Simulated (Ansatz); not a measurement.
# FH5W: the cost of one run

Method: RKS PBE0/def2-SVP, in Ansatz 0.2.0.

### 1 The system as given

Bond lengths: W1–F2 1.850 Å, W1–H3 1.720 Å, W1–H4 1.720 Å, W1–H5 1.720 Å, W1–H6 1.720 Å, W1–H7 1.720 Å. Angles (14 of 15 angles, heavy atoms first): F2–W1–H3 90.0°, F2–W1–H4 90.0°, F2–W1–H5 90.0°, F2–W1–H6 90.0°, F2–W1–H7 180.0°, H3–W1–H4 90.0°, H3–W1–H5 180.0°, H3–W1–H6 90.0°, H3–W1–H7 90.0°, H4–W1–H5 90.0°, H4–W1–H6 180.0°, H4–W1–H7 90.0°, H5–W1–H6 90.0°, H5–W1–H7 90.0°.

Coordinates:

```xyz
7

W     0.0000    0.0000    0.0000
F     0.0000    0.0000    1.8500
H     1.7200    0.0000    0.0000
H     0.0000    1.7200    0.0000
H    -1.7200    0.0000    0.0000
H     0.0000   -1.7200    0.0000
H     0.0000    0.0000   -1.7200
```

### 2 Preparing the start

File input.yaml:

```yaml
crystal:
  periodic: [false, false, false]
  atoms:
    - { symbol: W, position_ang: [0.0, 0.0, 0.0] }
    - { symbol: F, position_ang: [0.0, 0.0, 1.85] }
    - { symbol: H, position_ang: [1.72, 0.0, 0.0] }
    - { symbol: H, position_ang: [0.0, 1.72, 0.0] }
    - { symbol: H, position_ang: [-1.72, 0.0, 0.0] }
    - { symbol: H, position_ang: [0.0, -1.72, 0.0] }
    - { symbol: H, position_ang: [0.0, 0.0, -1.72] }
basis:
  gaussian: { orbitals: def2-SVP }
hamiltonian:
  xc: pbe0
relax:
  f_tol: 0.02
  max_steps: 40
```

Command:

```sh
> ansatz run input.yaml --threads 1 --pin off --max-ram 2048MiB --backend cpu --events-out ev --progress --plain --runs-dir out
```

What time and memory should one allow on 1 thread of Arm Neoverse V1, shared host?

About 76 s, with a peak of 0.13 GiB.
